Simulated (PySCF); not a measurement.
# CeH18N6 (Ce(NH3)63+): the cost of one run

Method: PBE0, Ce lcecp-1-SVP with ECP47, N def2-SVP, H def2-SVP; scalar-relativistic core potentials, no spin–orbit coupling; program: PySCF 2.14.0.

4 further runs of the same task are left out: 2 for a known fault of the program, 2 that didn't finish.

## Step 1: Starting geometry

25 atoms, charge 3, spin multiplicity 1.

Bond lengths: Ce1–N2 2.607 Å, Ce1–N6 2.607 Å, Ce1–N10 2.607 Å, Ce1–N14 2.607 Å, Ce1–N18 2.607 Å, Ce1–N22 2.607 Å, N2–H3 1.020 Å, N2–H4 1.020 Å, N2–H5 1.020 Å, N6–H7 1.020 Å, N6–H8 1.020 Å, N6–H9 1.020 Å, N10–H11 1.020 Å, N10–H12 1.020 Å, N10–H13 1.020 Å, N14–H15 1.020 Å, N14–H16 1.020 Å, N14–H17 1.020 Å and more. Angles: N2–Ce1–N6 180.0°, N2–Ce1–N10 90.0°, N2–Ce1–N14 90.0°, N2–Ce1–N18 90.0°, N2–Ce1–N22 90.0°, N6–Ce1–N10 90.0°, N6–Ce1–N14 90.0°, N6–Ce1–N18 90.0°, N6–Ce1–N22 90.0°, N10–Ce1–N14 90.0°, N10–Ce1–N18 180.0°, N10–Ce1–N22 90.0°, N14–Ce1–N18 90.0°, N14–Ce1–N22 180.0°, N18–Ce1–N22 90.0°, Ce1–N2–H3 113.0°, Ce1–N2–H4 113.0°, Ce1–N2–H5 113.0° and more.

As a file:

```xyz
25
charge 3, multiplicity 1
Ce    0.0000    0.0000    0.0000
N     0.0000    0.0000    2.6075
H     0.8133    0.4696    3.0055
H    -0.8133    0.4696    3.0055
H     0.0000   -0.9392    3.0055
N     0.0000    0.0000   -2.6075
H     0.8133   -0.4696   -3.0055
H    -0.8133   -0.4696   -3.0055
H     0.0000    0.9392   -3.0055
N     2.6075    0.0000    0.0000
H     3.0055   -0.4696    0.8133
H     3.0055   -0.4696   -0.8133
H     3.0055    0.9392    0.0000
N     0.0000    2.6075    0.0000
H     0.4696    3.0055    0.8133
H     0.4696    3.0055   -0.8133
H    -0.9392    3.0055    0.0000
N    -2.6075    0.0000    0.0000
H    -3.0055    0.4696    0.8133
H    -3.0055    0.4696   -0.8133
H    -3.0055   -0.9392    0.0000
N     0.0000   -2.6075    0.0000
H    -0.4696   -3.0055    0.8133
H    -0.4696   -3.0055   -0.8133
H     0.9392   -3.0055    0.0000
```

Formal oxidation states: Ce +3. Each metal's 1 4f electrons lie in its core potential, so multiplicities, spins and levels count the valence alone.

## Step 2: SCF at the start, singlet

Input file run.py (the lines that set the calculation):

```python
mol = gto.M(atom='''
Ce     0.00000     0.00000     0.00000
N      0.00000     0.00000     2.60750
H      0.81330     0.46960     3.00550
H     -0.81330     0.46960     3.00550
H      0.00000    -0.93920     3.00550
N      0.00000     0.00000    -2.60750
H      0.81330    -0.46960    -3.00550
H     -0.81330    -0.46960    -3.00550
H      0.00000     0.93920    -3.00550
N      2.60750     0.00000     0.00000
H      3.00550    -0.46960     0.81330
H      3.00550    -0.46960    -0.81330
H      3.00550     0.93920     0.00000
N      0.00000     2.60750     0.00000
H      0.46960     3.00550     0.81330
H      0.46960     3.00550    -0.81330
H     -0.93920     3.00550     0.00000
N     -2.60750     0.00000     0.00000
H     -3.00550     0.46960     0.81330
H     -3.00550     0.46960    -0.81330
H     -3.00550    -0.93920     0.00000
N      0.00000    -2.60750     0.00000
H     -0.46960    -3.00550     0.81330
H     -0.46960    -3.00550    -0.81330
H      0.93920    -3.00550     0.00000''',
    basis={'Ce': 'lcecp-1-SVP', 'N': 'def2-SVP', 'H': 'def2-SVP'},
    ecp={'Ce': 'lcecp-1-SVP'},
    charge=3, spin=0)
mf = dft.RKS(mol, xc='PBE0')
mf.grids.atom_grid = (50, 194)  # f atoms: unpruned, at least (60, 302)
mf = mf.density_fit()  # fitting sets: Ce AutoAux, N def2-universal-JKFIT, H def2-universal-JKFIT
mf.conv_tol = 1e-08; mf.max_cycle = 55
mf.kernel(dm0)  # dm0: free metal ions and neutral atoms
```

The run is started by

```console
$ OMP_NUM_THREADS=4 python run.py
```

**Question.** How long does this run take on 4 threads of Arm Neoverse V1, shared host, and how much memory does it need?

About 12 s, with a peak of 1.8 GiB.
